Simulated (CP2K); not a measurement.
# One shape, several levels: GeSe (Germanium monoselenide)

Wanted: a comparison of 4 runs (HF/3-21G, Pade/SZV-MOLOPT-SR-GTH, PM6, GFN1-xTB) of GeSe (Germanium monoselenide). 

Program for the calculation: CP2K 2026.2.

13 further runs of the same task are left out: 11 that didn't finish, 2 set aside as unsound or not needed.

## (1) The molecule

The species is GeSe (2 atoms), meant as a singlet with charge 0. SMILES: `[Ge-]#[Se+]`. The Ge1–Se2 distance was set to 2.455 Å, away from the relaxed value.

Bond lengths: Ge1–Se2 2.455 Å.

## (2) The energy at HF/3-21G (run 1)

File job.inp:

```
&GLOBAL
  PROJECT job
  RUN_TYPE ENERGY
  PRINT_LEVEL MEDIUM
&END GLOBAL

&FORCE_EVAL
  METHOD Quickstep
  &DFT
    BASIS_SET_FILE_NAME ./3_21g.basis
    POTENTIAL_FILE_NAME POTENTIAL
    &QS
      METHOD GAPW
      EPS_DEFAULT 1.0E-10
    &END QS
    &MGRID
      CUTOFF 280
      REL_CUTOFF 50
      NGRIDS 4
    &END MGRID
    &POISSON
      PERIODIC NONE
      POISSON_SOLVER MULTIPOLE
    &END POISSON
    &SCF
      SCF_GUESS ATOMIC
      EPS_SCF 1.0E-07
      MAX_SCF 100
      ADDED_MOS 5
      &DIAGONALIZATION
        ALGORITHM STANDARD
      &END DIAGONALIZATION
      &MIXING
        METHOD DIRECT_P_MIXING
        ALPHA 0.4
      &END MIXING
    &END SCF
    &XC
      &XC_FUNCTIONAL NONE
      &END XC_FUNCTIONAL
      &HF
        FRACTION 1
        &SCREENING
          EPS_SCHWARZ 1.0E-10
        &END SCREENING
        &MEMORY
          MAX_MEMORY 1050
        &END MEMORY
      &END HF
    &END XC
    &PRINT
      &MOMENTS
        PERIODIC F
        REFERENCE COM
        MAX_MOMENT 1
      &END MOMENTS
      &MO ON
        ENERGIES T
        OCCUPATION_NUMBERS T
        NDIGITS 6
        &EACH
          QS_SCF 0
        &END EACH
        ADD_LAST NUMERIC
      &END MO
      &LOWDIN ON
      &END LOWDIN
      &HIRSHFELD OFF
      &END HIRSHFELD
      &MO_MOLDEN ON
        NDIGITS 8
      &END MO_MOLDEN
    &END PRINT
  &END DFT
  &SUBSYS
    &CELL
      ABC 7 7 9.5
      PERIODIC NONE
    &END CELL
    &COORD
      Ge     0.000000     0.000000    -0.320171
      Se     0.000000     0.000000     2.134629
    &END COORD
    &TOPOLOGY
      &CENTER_COORDINATES
      &END CENTER_COORDINATES
    &END TOPOLOGY
    &KIND Ge
      BASIS_SET 3-21G
      POTENTIAL ALL
      LEBEDEV_GRID 194
      RADIAL_GRID 100
    &END KIND
    &KIND Se
      BASIS_SET 3-21G
      POTENTIAL ALL
      LEBEDEV_GRID 194
      RADIAL_GRID 100
    &END KIND
  &END SUBSYS
&END FORCE_EVAL
```

The run is started by

```sh
$ OMP_NUM_THREADS=1 cp2k.psmp -i job.inp -o job.out
```

The log of the run:

```text
CP2K| version string:                                       CP2K version 2026.2
[...]
 GLOBAL| Method name                                                        CP2K
[...]
 GLOBAL| Run type                                                         ENERGY
[...]
 DFT| Spin restricted Kohn-Sham (RKS) calculation                            RKS
 DFT| Multiplicity                                                             1
[...]
 DFT| Charge                                                                   0
[...]
 QS| Method:                                                                GAPW
[...]
 QS| Density cutoff [a.u.]:                                                140.0
[...]
 QS| Relative density cutoff [a.u.]:                                        25.0
[...]
                             - Atoms:                                          2
[...]
                             - Spherical basis functions:                     44
[...]
 Number of electrons:                                                         66
[...]
     1 P_Mix/Diag. 0.40E+00    1.3     0.25446172     -4453.5931724501 -4.45E+03
[...]
    15 DIIS/Diag.  0.30E-07    0.1     0.00000004     -4453.8191198103 -1.82E-12
  *** SCF run converged in    15 steps ***
[...]
  Overlap energy of the core charge distribution:               0.00000009911385
  Self energy of the core charge distribution:              -1174.35017019940392
  Core Hamiltonian energy:                                  -3623.85476043395875
  Hartree energy:                                             112.32880045493125
  Exchange-correlation energy:                                  0.00000000000000
  Hartree-Fock Exchange energy:                              -162.79493852091770
[...]
                     Mulliken Population Analysis
 #  Atom  Element  Kind  Atomic population                           Net charge
       1     Ge       1         31.535350                              0.464650
       2     Se       2         34.464650                             -0.464650
 # Total charge                             66.000000                 -0.000000
[...]
  Dipole moment [Debye]
    X= -0.2351228E-08 Y= -0.2351255E-08 Z= -0.4077245E+01  Total=      4.0772446
 ENERGY| Total FORCE_EVAL ( QS ) energy [hartree]          -4453.819119810336815
[...]
```

Run time: 3.3 s. Hardware: 1 thread of Arm Neoverse V2, shared host; peak memory 0.32 GiB.

## (3) A single-point energy at Pade/SZV-MOLOPT-SR-GTH (core potential) (run 2)

File run.inp:

```
&GLOBAL
    PROJECT_NAME run
    RUN_TYPE ENERGY
    PRINT_LEVEL MEDIUM
&END GLOBAL

&FORCE_EVAL
    METHOD QS
    &DFT
        BASIS_SET_FILE_NAME BASIS_MOLOPT
        POTENTIAL_FILE_NAME GTH_POTENTIALS
        CHARGE 0
        MULTIPLICITY 1
        &QS
            METHOD GPW
            EPS_DEFAULT 1.0E-10
        &END QS
        &MGRID
            CUTOFF 400
            REL_CUTOFF 50
            NGRIDS 4
        &END MGRID
        &POISSON
            PERIODIC NONE
            POISSON_SOLVER MULTIPOLE
        &END POISSON
        &SCF
            SCF_GUESS ATOMIC
            EPS_SCF 1.0E-06
            MAX_SCF 40
            &OT ON
                MINIMIZER CG
                PRECONDITIONER FULL_SINGLE_INVERSE
            &END OT
            &OUTER_SCF
                EPS_SCF 1.0E-06
                MAX_SCF 10
            &END OUTER_SCF
        &END SCF
        &XC
            &XC_FUNCTIONAL PADE
            &END XC_FUNCTIONAL
        &END XC
        &PRINT
            &MOMENTS
                PERIODIC F
                REFERENCE COM
                MAX_MOMENT 1
            &END MOMENTS
            &MO_CUBES
                NLUMO 3
                NHOMO -1
                WRITE_CUBE F
            &END MO_CUBES
            &HIRSHFELD OFF
            &END HIRSHFELD
        &END PRINT
    &END DFT
    &SUBSYS
        &CELL
            ABC [angstrom] 7 7 9.5
            PERIODIC NONE
        &END CELL
        &COORD
            UNIT bohr
            Ge     0.0000000     0.0000000    -0.6050355
            Se     0.0000000     0.0000000     4.0338642
        &END COORD
        &TOPOLOGY
            &CENTER_COORDINATES
            &END CENTER_COORDINATES
        &END TOPOLOGY
        &KIND Ge
            BASIS_SET SZV-MOLOPT-SR-GTH-q4
            POTENTIAL GTH-PADE-q4
        &END KIND
        &KIND Se
            BASIS_SET SZV-MOLOPT-SR-GTH-q6
            POTENTIAL GTH-PADE-q6
        &END KIND
    &END SUBSYS
&END FORCE_EVAL
```

The run is started by

```sh
$ OMP_NUM_THREADS=1 cp2k.psmp -i run.inp > run.out 2>&1
```

The log of the run:

```text
CP2K| version string:                                       CP2K version 2026.2
[...]
 GLOBAL| Method name                                                        CP2K
[...]
 GLOBAL| Run type                                                         ENERGY
[...]
 DFT| Spin restricted Kohn-Sham (RKS) calculation                            RKS
 DFT| Multiplicity                                                             1
[...]
 DFT| Charge                                                                   0
[...]
 FUNCTIONAL| PADE:
 QS| Method:                                                                 GPW
[...]
 QS| Density cutoff [a.u.]:                                                200.0
[...]
 QS| Relative density cutoff [a.u.]:                                        25.0
[...]
                             - Atoms:                                          2
[...]
                             - Spherical basis functions:                      8
[...]
 Number of electrons:                                                         10
[...]
     1 OT CG       0.80E-01    0.1     0.32148615       -13.0820048522 -1.31E+01
[...]
    20 OT CG       0.15E+00    0.2     0.00000094       -13.3149584637 -1.18E-11
  *** SCF run converged in    20 steps ***
[...]
  Overlap energy of the core charge distribution:               0.00000000218634
  Self energy of the core charge distribution:                -28.27093773768714
  Core Hamiltonian energy:                                      6.57637183181002
  Hartree energy:                                              11.48839727460364
  Exchange-correlation energy:                                 -3.10878983461577
  Total energy:                                               -13.31495846370291
[...]
                     Mulliken Population Analysis
 #  Atom  Element  Kind  Atomic population                           Net charge
       1     Ge       1          3.611866                              0.388134
       2     Se       2          6.388134                             -0.388134
 # Total charge                             10.000000                 -0.000000
[...]
  Dipole moment [Debye]
    X= -0.7697254E-05 Y=  0.1347082E-05 Z= -0.3843314E+01  Total=      3.8433142
[...]
 HOMO - LUMO gap [eV] :    2.579758
 ENERGY| Total FORCE_EVAL ( QS ) energy [hartree]            -13.314958463702906
[...]
```

Wall time 5.7 s (1 thread of Arm Neoverse V2, shared host); peak memory 0.44 GiB.

Run 3 isn't shown in full; the table further down has it.

## (4) The energy at GFN1-xTB (run 4)

File mol.inp:

```
&GLOBAL
  PROJECT_NAME mol
  RUN_TYPE ENERGY
  PRINT_LEVEL MEDIUM
&END GLOBAL

&FORCE_EVAL
  METHOD QUICKSTEP
  &DFT
    &QS
      METHOD XTB
      EPS_DEFAULT 1.0E-10
      &XTB
        GFN_TYPE 1
        CHECK_ATOMIC_CHARGES F
      &END XTB
    &END QS
    &POISSON
      PERIODIC NONE
      POISSON_SOLVER ANALYTIC
    &END POISSON
    &SCF
      SCF_GUESS ATOMIC
      EPS_SCF 1.0E-07
      MAX_SCF 40
      &OT
        MINIMIZER CG
        PRECONDITIONER FULL_SINGLE_INVERSE
      &END OT
      &OUTER_SCF
        EPS_SCF 1.0E-07
        MAX_SCF 10
      &END OUTER_SCF
    &END SCF
    &PRINT
      &MOMENTS
        PERIODIC F
        REFERENCE COM
        MAX_MOMENT 1
      &END MOMENTS
      &MO_CUBES
        NLUMO 3
        NHOMO -1
        WRITE_CUBE F
      &END MO_CUBES
      &HIRSHFELD OFF
      &END HIRSHFELD
    &END PRINT
  &END DFT
  ! atoms, cell and kinds
  &SUBSYS
    ! box in angstrom
    &CELL
      ABC 16 16 18.5
      PERIODIC NONE
    &END CELL
    &COORD
      UNIT bohr
      Ge     0.0000000     0.0000000    -0.6050355
      Se     0.0000000     0.0000000     4.0338642
    &END COORD
    &TOPOLOGY
      &CENTER_COORDINATES
      &END CENTER_COORDINATES
    &END TOPOLOGY
  &END SUBSYS
&END FORCE_EVAL
```

The run is started by

```sh
$ OMP_NUM_THREADS=1 cp2k.psmp -i mol.inp > mol.out 2>&1
```

The log of the run:

```text
CP2K| version string:                                       CP2K version 2026.2
[...]
 GLOBAL| Method name                                                        CP2K
[...]
 GLOBAL| Run type                                                         ENERGY
[...]
                             - Atoms:                                          2
[...]
                             - Spherical basis functions:                     18
[...]
 Number of electrons:                                                         10
[...]
     1 OT CG       0.80E-01    0.0     0.20675395        -4.8862168109 -4.89E+00
[...]
    17 OT CG       0.39E-01    0.0     0.00000007        -4.9807608554 -1.92E-13
  *** SCF run converged in    17 steps ***
[...]
 TB_DIPOLE| Moment [Debye]          0.00000000       0.00000000      -2.10608454
 TB_DIPOLE| Derivative [a.u.]       0.00000000       0.00000000       0.00000000
[...]
 ENERGY| Total FORCE_EVAL ( QS ) energy [hartree]             -4.980760855447731
[...]
```

Run time: 0.36 s. Hardware: 1 thread of Arm Neoverse V2, shared host.

## (5) Overview of the runs

| run | level | core potential | scheme | energy (Eh) | dipole moment (D) | HOMO energy (eV) | LUMO energy (eV) | wall time |
| --- | --- | --- | --- | --- | --- | --- | --- | --- |
| 1 | HF/3-21G | none | GAPW | -4453.819120 | 4.08 | -8.46 | -0.15 | 3.3 s |
| 2 | Pade/SZV-MOLOPT-SR-GTH (core potential) | GTH-PADE | GPW | -13.314958 | 3.84 | -4.57 | -1.99 | 5.7 s |
| 3 | PM6 | – | – | -8.100626 | 3.71 | -8.52 | -2.07 | 0.22 s |
| 4 | GFN1-xTB | – | – | -4.980761 | 2.11 | -9.41 | – | 0.36 s |

## (6) Summary of results

| quantity | value |
| --- | --- |
| run 4: total energy | -4.98076 Eh |
| run 4: dipole moment (from atomic charges alone) | 2.11 D |
| run 4: HOMO energy | -9.41 eV |
| run 4: dispersion energy | -1.24 kJ/mol |

The dipole moment (its size) runs from 2.11 D (GFN1-xTB) to 4.08 D (HF/3-21G). The two ends differ in method and basis and Hamiltonian. Some of these are taken from atomic charges alone. Over runs 1, 2, 3 the HOMO–LUMO gap runs from 2.58 eV (Pade/SZV-MOLOPT-SR-GTH) to 8.30 eV (HF/3-21G). The two ends differ in method and basis and core potential. Some runs of one species differ in core potentials or relativity; totals across that change don't compare. In run 2 the basis is minimal, so the values are rough. Force-field and semi-empirical energies have zeros of their own, so their totals don't compare. All runs together took 9.6 s, the longest 5.7 s.
